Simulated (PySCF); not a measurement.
**U-revPBE/cc-pVDZ run of C2HCl2Si (SMILES C#C[Si](Cl)Cl)**

Aim: the energy change on altering one bond length of C2HCl2Si at U-revPBE/cc-pVDZ, from 2 runs. Input form: a Python script.

Program for the calculation: PySCF 2.14.0.

1 further run of the same task is left out (set aside as unsound or not needed).

**1. The system as given**

The species is C2HCl2Si (6 atoms), meant as a doublet with charge 0. SMILES: `C#C[Si](Cl)Cl`. The coordinates come from a PBE0-D4/def2-TZVP relaxation.

Bond lengths: C1–C2 1.208 Å, C2–Si3 1.804 Å, Si3–Cl4 2.043 Å, Si3–Cl5 2.043 Å, C1–H6 1.066 Å. Angles: C1–C2–Si3 172.9°, C2–Si3–Cl4 109.7°, C2–Si3–Cl5 109.7°, Cl4–Si3–Cl5 110.2°, C2–C1–H6 179.0°.

**2. The energy at U-revPBE/cc-pVDZ**

calc.py

```python
from pyscf import gto, dft

mol = gto.Mole()
mol.atom = '''
C    1.324500   0.483500   1.111500
C    0.521500   0.095400   0.297200
Si  -0.504400  -0.583800  -1.021800
Cl  -1.914000  -1.830600  -0.226100
Cl  -1.406000   0.937000  -2.046300
H    2.020400   0.834500   1.839400
'''
mol.max_memory = 1860
mol.basis = 'cc-pvdz'
mol.verbose = 3
mol.charge = 0
mol.spin = 1
mol.build()

ks = dft.UKS(mol)
ks.xc = 'revpbe'
ks.grids.level = 5
ks.conv_tol = 1e-10
ks.kernel()
if not ks.converged:
    ks = ks.newton().run(ks.mo_coeff, ks.mo_occ)

e_tot = ks.e_tot
print(f'total energy: {e_tot:.8f} hartree')
```

Launch:

```sh
$ OMP_NUM_THREADS=1 python calc.py
```

The log of the run:

```text
WARN: HOMO -0.18435907204922 >= LUMO -0.184359072049218

converged SCF energy = -1286.45644666211  <S^2> = 0.75236599  2S+1 = 2.0023646
total energy: -1286.45644666 hartree
```

It took 40 s on 1 thread of Arm Neoverse V1, shared host; peak memory 0.47 GiB.

**3. The distorted shape, same level**

job.py

```python
from pyscf import gto, dft

molecule = gto.Mole()
molecule.atom = [
    ('C', (1.632278, 0.687265, 1.507210)),
    ('C', (0.829278, 0.299165, 0.692910)),
    ('Si', (-0.504400, -0.583800, -1.021800)),
    ('Cl', (-1.914000, -1.830600, -0.226100)),
    ('Cl', (-1.406000, 0.937000, -2.046300)),
    ('H', (2.328178, 1.038265, 2.235110)),
]
molecule.max_memory = 1860
molecule.basis = 'cc-pvdz'
molecule.spin = 1
molecule.charge = 0
molecule.verbose = 4
molecule.build()

ks = dft.UKS(molecule)
ks.xc = 'revpbe'
ks.conv_tol = 1e-10
ks.grids.level = 5
ks.kernel()
if not ks.converged:
    ks = ks.newton().run(ks.mo_coeff, ks.mo_occ)

energy = ks.e_tot
print(f'total energy: {energy:.8f} hartree')
```

Launch:

```sh
$ OMP_NUM_THREADS=1 python job.py
```

The log of the run:

```text
PySCF version 2.14.0

[INPUT] num. atoms = 6
[INPUT] num. electrons = 61
[INPUT] charge = 0
[INPUT] spin (= nelec alpha-beta = 2S) = 1
[INPUT] symmetry False subgroup None
[INPUT] Mole.unit = angstrom
[INPUT] Symbol           X                Y                Z      unit          X                Y                Z       unit  Magmom
[INPUT]  1 C      1.632278000000   0.687265000000   1.507210000000 AA    3.084558379153   1.298742624999   2.848214112206 Bohr   0.0
[INPUT]  2 C      0.829278000000   0.299165000000   0.692910000000 AA    1.567108301127   0.565339916056   1.309410128972 Bohr   0.0
[INPUT]  3 Si    -0.504400000000  -0.583800000000  -1.021800000000 AA   -0.953177857231  -1.103222111521  -1.930922154081 Bohr   0.0
[INPUT]  4 Cl    -1.914000000000  -1.830600000000  -0.226100000000 AA   -3.616935802418  -3.459332643629  -0.427267076764 Bohr   0.0
[INPUT]  5 Cl    -1.406000000000   0.937000000000  -2.046300000000 AA   -2.656954931138   1.770673378717  -3.866946568697 Bohr   0.0
[INPUT]  6 H      2.328178000000   1.038265000000   2.235110000000 AA    4.399618789238   1.962036494722   4.223745758277 Bohr   0.0

nuclear repulsion = 278.428947148911
number of shells = 28
number of NR pGTOs = 182
number of NR cGTOs = 87
basis = cc-pvdz
ecp = {}

[... 36 lines left out ...]
WARN: HOMO -0.198679363084362 >= LUMO -0.198679363084363
[... 70 lines left out ...]
converged SCF energy = -1286.41212842179  <S^2> = 0.75312615  2S+1 = 2.0031237
total energy: -1286.41212842 hartree
```

Run time: 50 s. Hardware: 1 thread of Arm Neoverse V1, shared host; peak memory 0.47 GiB.

**4. What came out**

At U-revPBE/cc-pVDZ:

| quantity | value |
| --- | --- |
| first shape: total energy | -1286.45645 Eh |
| first shape: dipole moment | 1.77 D |
| first shape: HOMO energy (highest over α and β) | -5.41 eV |
| first shape: LUMO energy (lowest over α and β) | -3.81 eV |
| first shape: ⟨S²⟩ | 0.752 |
| distorted shape: total energy | -1286.41213 Eh |
| distorted shape: dipole moment | 0.85 D |
| distorted shape: HOMO energy (highest over α and β) | -6.08 eV |
| distorted shape: LUMO energy (lowest over α and β) | -4.65 eV |
| distorted shape: ⟨S²⟩ | 0.753 |
| energy change with the C2–Si3 bond stretched from 1.804 to 2.345 Å | 1.206 eV |

**Reading.** With the C2–Si3 bond stretched from 1.804 to 2.345 Å the energy rises by 1.21 eV (116 kJ/mol). The first shape isn't relaxed at this level, so the change isn't measured from a minimum.
